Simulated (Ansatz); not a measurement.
**C₂H₇BO (SMILES CB(C)O): a rigid scan of the bond length O4–H11**

How does the energy rise as the bond length O4–H11 leaves its equilibrium value, and do density functionals follow CCSD(T)? No other atom is relaxed.

Program: Ansatz 0.2.0, Gaussian basis. Level of theory: single points in def2-TZVPP. These are calculated values, not measurements.

Levels: PBE-D4, r2SCAN-D4, PBE0-D4, B3LYP-D4, wB97M-V, Hartree-Fock, MP2, CCSD, CCSD(T). The scan takes 0.845, 0.879, 0.928, 0.985, 1.048, 1.116, 1.189, 1.265, 1.345 Å.

Correlated methods freeze the cores. B3LYP uses VWN-RPA correlation.

28 further runs of the same task are left out: 28 set aside as unsound or not needed.

### Step 1. Starting geometry

The minimum, relaxed at PBE0-D4: SMILES `CB(C)O`, 11 atoms, charge 0, spin multiplicity 1.

Atoms are counted from 1 here; the program's logs count them from 0.

Bond lengths: C1–B2 1.569 Å, C1–H5 1.091 Å, C1–H6 1.097 Å, C1–H7 1.094 Å, B2–C3 1.576 Å, B2–O4 1.364 Å, C3–H8 1.094 Å, C3–H9 1.097 Å, C3–H10 1.094 Å, O4–H11 0.961 Å. Angles: B2–C1–H5 112.9°, B2–C1–H6 109.3°, B2–C1–H7 111.9°, H5–C1–H6 107.7°, H5–C1–H7 109.0°, H6–C1–H7 105.7°, C1–B2–C3 122.0°, C1–B2–O4 116.9°, C3–B2–O4 121.1°, B2–C3–H8 114.6°, B2–C3–H9 109.2°, B2–C3–H10 111.5°, H8–C3–H9 107.3°, H8–C3–H10 108.1°, H9–C3–H10 105.6°, B2–O4–H11 112.9°.

As a file:

```xyz
11
charge 0, multiplicity 1
C    -0.08216    1.35079   -0.61696
B    -0.21494   -0.17511   -0.27569
C     0.47322   -0.81093    0.99131
O    -0.95536   -0.93599   -1.13154
H    -0.43258    1.59360   -1.62161
H    -0.67827    1.93516    0.09451
H     0.94644    1.70583   -0.50321
H     0.14813   -1.82977    1.22287
H     1.55818   -0.84162    0.83497
H     0.32079   -0.19476    1.88227
H    -1.01806   -1.85420   -0.85632
```

Energies of the minimum (eV), from earlier single points: PBE-D4 -4909.13463, r2SCAN-D4 -4912.72953, PBE0-D4 -4909.78566, B3LYP-D4 -4916.23261, wB97M-V -4913.17659, CCSD(T) -4905.38075.

At the minimum the bond length O4–H11 is 0.961 Å.

### Step 2. O4–H11 = 0.845 Å

ccsdt-tzvpp/in.yaml

```yaml
crystal:
  periodic: [false, false, false]
  atoms:
    - {symbol: C, position_ang: [-0.082163, 1.350794, -0.616962]}
    - {symbol: B, position_ang: [-0.214937, -0.175108, -0.275693]}
    - {symbol: C, position_ang: [0.473224, -0.810935, 0.991314]}
    - {symbol: O, position_ang: [-0.955362, -0.935990, -1.131542]}
    - {symbol: H, position_ang: [-0.432578, 1.593603, -1.621606]}
    - {symbol: H, position_ang: [-0.678274, 1.935156, 0.094511]}
    - {symbol: H, position_ang: [0.946445, 1.705832, -0.503211]}
    - {symbol: H, position_ang: [0.148132, -1.829765, 1.222873]}
    - {symbol: H, position_ang: [1.558181, -0.841622, 0.834970]}
    - {symbol: H, position_ang: [0.320790, -0.194762, 1.882269]}
    - {symbol: H, position_ang: [-1.010511, -1.743687, -0.889449]}
basis:
  gaussian: {orbitals: def2-TZVPP}
correlation: {method: ccsd_t}
```

The command line of these runs was not kept.

Log:

```text
Functional definition: HF
  name "HF"
  cite "Fock, Z. Phys. 61, 126 (1930) doi:10.1007/BF01340294"
  parent pbe
  exchange = exact_x
  correlation = 0
1297 factors; integrals over basis functions are off by at most 1.4e-3 eV
mean field evaluation 1: about -4879.9679 eV, gradient 4.5e1 eV
mean field evaluation 2: about -4879.9701 eV, gradient 4.5e1 eV
mean field evaluation 4: about -4884.2304 eV, gradient 3.9e0 eV
mean field evaluation 8: about -4884.2824 eV, gradient 2.3e-4 eV
mean field evaluation 16: about -4884.2808 eV, gradient 2.2e-1 eV
mean field -4884.28243538 eV, -179.4940688147 hartree, gradient 1.1e-6 eV, S^2 0.000000; 0 other end points of the search recorded, 0 dependent functions left out
4 core orbitals not correlated: weight in the atoms' cores, before any rotation towards them, 1.000 or more for the frozen orbitals, at most 0.000 for the correlated occupied ones
reference -4884.28243538 eV, -179.4940688147 hartree; 12, 12 occupied and 206, 206 virtual orbitals, 1297 factors
second order -18.88876099 eV of doubles, -0.00000000 eV of singles
cycle   1  -19.44984410 eV  change   -5.6e-1 eV  update   8.3e-2
cycle   2  -19.85176005 eV  change   -4.0e-1 eV  update   2.3e-2
cycle   3  -19.93566586 eV  change   -8.4e-2 eV  update   1.2e-2
cycle   4  -19.92942787 eV  change    6.2e-3 eV  update   3.1e-3
cycle   5  -19.92864639 eV  change    7.8e-4 eV  update   1.4e-3
cycle   6  -19.92886907 eV  change   -2.2e-4 eV  update   4.2e-4
cycle   7  -19.92872058 eV  change    1.5e-4 eV  update   1.4e-4
cycle   8  -19.92872179 eV  change   -1.2e-6 eV  update   4.2e-5
cycle   9  -19.92873799 eV  change   -1.6e-5 eV  update   1.2e-5
perturbative correction -0.71231132 eV, -0.0261769582 hartree
Total energy: -4904.92348469 eV, -180.2526133858 hartree
```

Run time: 38 s. Hardware: 4 threads, shared host; peak memory 3.7 GiB.

The other levels were run on the same coordinates; their logs were not kept, and their results stand in the tables.

### Step 3. O4–H11 = 0.879 Å

Changes to ccsdt-tzvpp/in.yaml since step 2:

```diff
@@ -13,3 +13,3 @@
     - {symbol: H, position_ang: [0.320790, -0.194762, 1.882269]}
-    - {symbol: H, position_ang: [-1.010511, -1.743687, -0.889449]}
+    - {symbol: H, position_ang: [-1.012730, -1.776186, -0.879708]}
 basis:
```

Log, shortened:

```text
[... 4 set-up lines as earlier in the session ...]
[...]
1300 factors; integrals over basis functions are off by at most 1.1e-3 eV
[...]
mean field -4884.49452955 eV, -179.5018631318 hartree, gradient 1.2e-6 eV, S^2 0.000000; 0 other end points of the search recorded, 0 dependent functions left out
4 core orbitals not correlated: weight in the atoms' cores, before any rotation towards them, 1.000 or more for the frozen orbitals, at most 0.000 for the correlated occupied ones
reference -4884.49452955 eV, -179.5018631318 hartree; 12, 12 occupied and 206, 206 virtual orbitals, 1300 factors
second order -18.92743939 eV of doubles, -0.00000000 eV of singles
cycle   1  -19.47631164 eV  change   -5.5e-1 eV  update   8.4e-2
[...]
cycle   9  -19.96081153 eV  change   -1.6e-5 eV  update   1.3e-5
perturbative correction -0.71721998 eV, -0.0263573479 hartree
Total energy: -4905.17256106 eV, -180.2617667734 hartree
```

It took 43 s on 4 threads, shared host; peak memory 3.7 GiB.

### Step 4. O4–H11 = 0.928 Å

Changes to ccsdt-tzvpp/in.yaml since step 3:

```diff
@@ -13,3 +13,3 @@
     - {symbol: H, position_ang: [0.320790, -0.194762, 1.882269]}
-    - {symbol: H, position_ang: [-1.012730, -1.776186, -0.879708]}
+    - {symbol: H, position_ang: [-1.015928, -1.823023, -0.865669]}
 basis:
```

Log, shortened:

```text
[... 4 set-up lines as earlier in the session ...]
[...]
1302 factors; integrals over basis functions are off by at most 1.1e-3 eV
[...]
mean field -4884.61851373 eV, -179.5064194661 hartree, gradient 1.2e-6 eV, S^2 0.000000; 0 other end points of the search recorded, 0 dependent functions left out
4 core orbitals not correlated: weight in the atoms' cores, before any rotation towards them, 1.000 or more for the frozen orbitals, at most 0.000 for the correlated occupied ones
reference -4884.61851373 eV, -179.5064194661 hartree; 12, 12 occupied and 206, 206 virtual orbitals, 1302 factors
second order -18.98468485 eV of doubles, -0.00000000 eV of singles
cycle   1  -19.51534949 eV  change   -5.3e-1 eV  update   8.5e-2
[...]
cycle   9  -20.00874580 eV  change   -1.6e-5 eV  update   1.3e-5
perturbative correction -0.72461863 eV, -0.0266292437 hartree
Total energy: -4905.35187817 eV, -180.2683565557 hartree
```

Wall time 37 s (4 threads, shared host); peak memory 3.7 GiB.

### Step 5. O4–H11 = 0.985 Å

Changes to ccsdt-tzvpp/in.yaml since step 4:

```diff
@@ -13,3 +13,3 @@
     - {symbol: H, position_ang: [0.320790, -0.194762, 1.882269]}
-    - {symbol: H, position_ang: [-1.015928, -1.823023, -0.865669]}
+    - {symbol: H, position_ang: [-1.019648, -1.877507, -0.849338]}
 basis:
```

Log, shortened:

```text
[... 4 set-up lines as earlier in the session ...]
[...]
1302 factors; integrals over basis functions are off by at most 1.1e-3 eV
[...]
mean field -4884.56496660 eV, -179.5044516455 hartree, gradient 1.3e-6 eV, S^2 0.000000; 0 other end points of the search recorded, 0 dependent functions left out
4 core orbitals not correlated: weight in the atoms' cores, before any rotation towards them, 1.000 or more for the frozen orbitals, at most 0.000 for the correlated occupied ones
reference -4884.56496660 eV, -179.5044516455 hartree; 12, 12 occupied and 206, 206 virtual orbitals, 1302 factors
second order -19.05304675 eV of doubles, -0.00000000 eV of singles
cycle   1  -19.56179475 eV  change   -5.1e-1 eV  update   8.6e-2
[...]
cycle   9  -20.06681222 eV  change   -1.6e-5 eV  update   1.3e-5
perturbative correction -0.73372091 eV, -0.0269637461 hartree
Total energy: -4905.36549973 eV, -180.2688571388 hartree
```

Wall time 40 s (4 threads, shared host); peak memory 3.7 GiB.

### Step 6. O4–H11 = 1.048 Å

Changes to ccsdt-tzvpp/in.yaml since step 5:

```diff
@@ -13,3 +13,3 @@
     - {symbol: H, position_ang: [0.320790, -0.194762, 1.882269]}
-    - {symbol: H, position_ang: [-1.019648, -1.877507, -0.849338]}
+    - {symbol: H, position_ang: [-1.023760, -1.937726, -0.831289]}
 basis:
```

Log, shortened:

```text
[... 4 set-up lines as earlier in the session ...]
[...]
1304 factors; integrals over basis functions are off by at most 1.1e-3 eV
[...]
mean field -4884.33794201 eV, -179.4961086458 hartree, gradient 1.4e-6 eV, S^2 0.000000; 0 other end points of the search recorded, 0 dependent functions left out
4 core orbitals not correlated: weight in the atoms' cores, before any rotation towards them, 1.000 or more for the frozen orbitals, at most 0.000 for the correlated occupied ones
reference -4884.33794201 eV, -179.4961086458 hartree; 12, 12 occupied and 206, 206 virtual orbitals, 1304 factors
second order -19.13031927 eV of doubles, -0.00000000 eV of singles
cycle   1  -19.61413946 eV  change   -4.8e-1 eV  update   8.8e-2
[...]
cycle   9  -20.13368269 eV  change   -1.5e-5 eV  update   1.4e-5
perturbative correction -0.74443429 eV, -0.0273574556 hartree
Total energy: -4905.21605899 eV, -180.2633652930 hartree
```

Wall time 43 s (4 threads, shared host); peak memory 3.7 GiB.

### Step 7. O4–H11 = 1.116 Å

Changes to ccsdt-tzvpp/in.yaml since step 6:

```diff
@@ -13,3 +13,3 @@
     - {symbol: H, position_ang: [0.320790, -0.194762, 1.882269]}
-    - {symbol: H, position_ang: [-1.023760, -1.937726, -0.831289]}
+    - {symbol: H, position_ang: [-1.028198, -2.002724, -0.811807]}
 basis:
```

Log, shortened:

```text
[... 4 set-up lines as earlier in the session ...]
[...]
1301 factors; integrals over basis functions are off by at most 1.1e-3 eV
[...]
mean field -4883.96757902 eV, -179.4824980568 hartree, gradient 2.0e-6 eV, S^2 0.000000; 0 other end points of the search recorded, 0 dependent functions left out
4 core orbitals not correlated: weight in the atoms' cores, before any rotation towards them, 1.000 or more for the frozen orbitals, at most 0.000 for the correlated occupied ones
reference -4883.96757902 eV, -179.4824980568 hartree; 12, 12 occupied and 206, 206 virtual orbitals, 1301 factors
second order -19.21524459 eV of doubles, -0.00000000 eV of singles
cycle   1  -19.67156183 eV  change   -4.6e-1 eV  update   9.0e-2
[...]
cycle   9  -20.20889054 eV  change   -1.4e-5 eV  update   1.5e-5
perturbative correction -0.75682092 eV, -0.0278126557 hartree
Total energy: -4904.93329048 eV, -180.2529737418 hartree
```

Wall time 52 s (4 threads, shared host); peak memory 3.7 GiB.

### Step 8. O4–H11 = 1.189 Å

Changes to ccsdt-tzvpp/in.yaml since step 7:

```diff
@@ -13,3 +13,3 @@
     - {symbol: H, position_ang: [0.320790, -0.194762, 1.882269]}
-    - {symbol: H, position_ang: [-1.028198, -2.002724, -0.811807]}
+    - {symbol: H, position_ang: [-1.032962, -2.072501, -0.790892]}
 basis:
```

Log, shortened:

```text
[... 4 set-up lines as earlier in the session ...]
[...]
1301 factors; integrals over basis functions are off by at most 1.1e-3 eV
[...]
mean field -4883.48607249 eV, -179.4648030184 hartree, gradient 1.0e-6 eV, S^2 0.000000; 0 other end points of the search recorded, 0 dependent functions left out
4 core orbitals not correlated: weight in the atoms' cores, before any rotation towards them, 1.000 or more for the frozen orbitals, at most 0.000 for the correlated occupied ones
reference -4883.48607249 eV, -179.4648030184 hartree; 12, 12 occupied and 206, 206 virtual orbitals, 1301 factors
second order -19.30774572 eV of doubles, -0.00000000 eV of singles
cycle   1  -19.73404351 eV  change   -4.3e-1 eV  update   9.2e-2
[...]
cycle   9  -20.29309590 eV  change   -1.3e-5 eV  update   2.0e-5
perturbative correction -0.77117898 eV, -0.0283403049 hartree
Total energy: -4904.55034738 eV, -180.2389008424 hartree
```

Run time: 49 s. Hardware: 4 threads, shared host; peak memory 3.7 GiB.

### Step 9. O4–H11 = 1.265 Å

Changes to ccsdt-tzvpp/in.yaml since step 8:

```diff
@@ -13,3 +13,3 @@
     - {symbol: H, position_ang: [0.320790, -0.194762, 1.882269]}
-    - {symbol: H, position_ang: [-1.032962, -2.072501, -0.790892]}
+    - {symbol: H, position_ang: [-1.037922, -2.145146, -0.769118]}
 basis:
```

Log, shortened:

```text
[... 4 set-up lines as earlier in the session ...]
[...]
1301 factors; integrals over basis functions are off by at most 1.1e-3 eV
[...]
mean field -4882.93898927 eV, -179.4446980807 hartree, gradient 2.3e-6 eV, S^2 0.000000; 0 other end points of the search recorded, 0 dependent functions left out
4 core orbitals not correlated: weight in the atoms' cores, before any rotation towards them, 1.000 or more for the frozen orbitals, at most 0.000 for the correlated occupied ones
reference -4882.93898927 eV, -179.4446980807 hartree; 12, 12 occupied and 206, 206 virtual orbitals, 1301 factors
second order -19.40534731 eV of doubles, -0.00000000 eV of singles
cycle   1  -19.79998283 eV  change   -3.9e-1 eV  update   9.5e-2
[...]
cycle  10  -20.38482448 eV  change    1.7e-5 eV  update   1.4e-5
perturbative correction -0.78752380 eV, -0.0289409658 hartree
Total energy: -4904.11133754 eV, -180.2227675287 hartree
```

It took 44 s on 4 threads, shared host; peak memory 3.7 GiB.

### Step 10. O4–H11 = 1.345 Å

Changes to ccsdt-tzvpp/in.yaml since step 9:

```diff
@@ -13,3 +13,3 @@
     - {symbol: H, position_ang: [0.320790, -0.194762, 1.882269]}
-    - {symbol: H, position_ang: [-1.037922, -2.145146, -0.769118]}
+    - {symbol: H, position_ang: [-1.043143, -2.221614, -0.746198]}
 basis:
```

Log, shortened:

```text
[... 4 set-up lines as earlier in the session ...]
[...]
1302 factors; integrals over basis functions are off by at most 1.1e-3 eV
[...]
mean field -4882.34714314 eV, -179.4229481368 hartree, gradient 2.3e-6 eV, S^2 0.000000; 0 other end points of the search recorded, 0 dependent functions left out
4 core orbitals not correlated: weight in the atoms' cores, before any rotation towards them, 1.000 or more for the frozen orbitals, at most 0.000 for the correlated occupied ones
reference -4882.34714314 eV, -179.4229481368 hartree; 12, 12 occupied and 206, 206 virtual orbitals, 1302 factors
second order -19.50967032 eV of doubles, -0.00000000 eV of singles
cycle   1  -19.87058121 eV  change   -3.6e-1 eV  update   9.9e-2
[...]
cycle  10  -20.48651241 eV  change    2.8e-5 eV  update   2.3e-5
perturbative correction -0.80668396 eV, -0.0296450887 hartree
Total energy: -4903.64033951 eV, -180.2054586702 hartree
```

Run time: 48 s. Hardware: 4 threads, shared host; peak memory 3.7 GiB.

### Step 11. All points together

Energies less that of the minimum at the same level (eV):

```tsv
bond length (Å)	PBE-D4	r2SCAN-D4	PBE0-D4	B3LYP-D4	wB97M-V	Hartree-Fock	MP2	CCSD	CCSD(T)
0.845	0.515	0.461	0.449	0.461	0.454	0.327	0.462	0.440	0.457
0.879	0.249	0.212	0.202	0.212	0.206	0.115	0.211	0.196	0.208
0.928	0.045	0.031	0.026	0.031	0.028	-0.009	0.030	0.024	0.029
0.961 (minimum)	0.000	0.000	0.000	0.000	0.000	0.000	0.000	0.000	0.000
0.985	0.003	0.014	0.017	0.014	0.016	0.044	0.015	0.019	0.015
1.048	0.120	0.158	0.173	0.159	0.169	0.271	0.165	0.179	0.165
1.116	0.368	0.434	0.465	0.436	0.457	0.642	0.450	0.475	0.447
1.189	0.714	0.811	0.859	0.814	0.849	1.123	0.839	0.872	0.830
1.265	1.113	1.243	1.310	1.245	1.304	1.670	1.289	1.327	1.269
1.345	1.549	1.711	1.801	1.715	1.799	2.262	1.776	1.817	1.740
```

Miss and cost, level by level (times from a shared host):

```tsv
method	RMS deviation from CCSD(T) (eV)	mean time a point
PBE-D4	0.099	1.3 s
r2SCAN-D4	0.016	2 s
PBE0-D4	0.027	1.6 s
B3LYP-D4	0.014	1.7 s
wB97M-V	0.024	4.2 s
Hartree-Fock	0.257	part of the CCSD(T) run
MP2	0.014	part of the CCSD(T) run
CCSD	0.037	part of the CCSD(T) run
CCSD(T)	0	44 s
```

For cost: B3LYP-D4 comes within 0.014 eV at 1.7 s a point, where CCSD(T) needs 44 s.

### Step 12. Outcome

```
                       quantity                                                                                                                      value
         highest point, CCSD(T)                                                                                                        1.740 eV at 1.345 Å
          lowest point, CCSD(T)                                                                                                        0.000 eV at 0.961 Å
minimum along the scan, CCSD(T)                                                                                                                    0.960 Å
                curvature there                                                                                                                 52.8 eV/Å²
     RMS deviation from CCSD(T)  PBE-D4 0.099, r2SCAN-D4 0.016, PBE0-D4 0.027, B3LYP-D4 0.014, wB97M-V 0.024, Hartree-Fock 0.257, MP2 0.014, CCSD 0.037 eV
          largest T1 diagnostic                                                                                                                      0.013
```

In words: A polynomial through the near points puts the CCSD(T) minimum 0.001 Å below the PBE0-D4 value. It is steeper on the short side than on the long one. Curvature against CCSD(T): PBE-D4 -7 %, Hartree-Fock +17 %. Best along the scan: B3LYP-D4. Worst: Hartree-Fock.
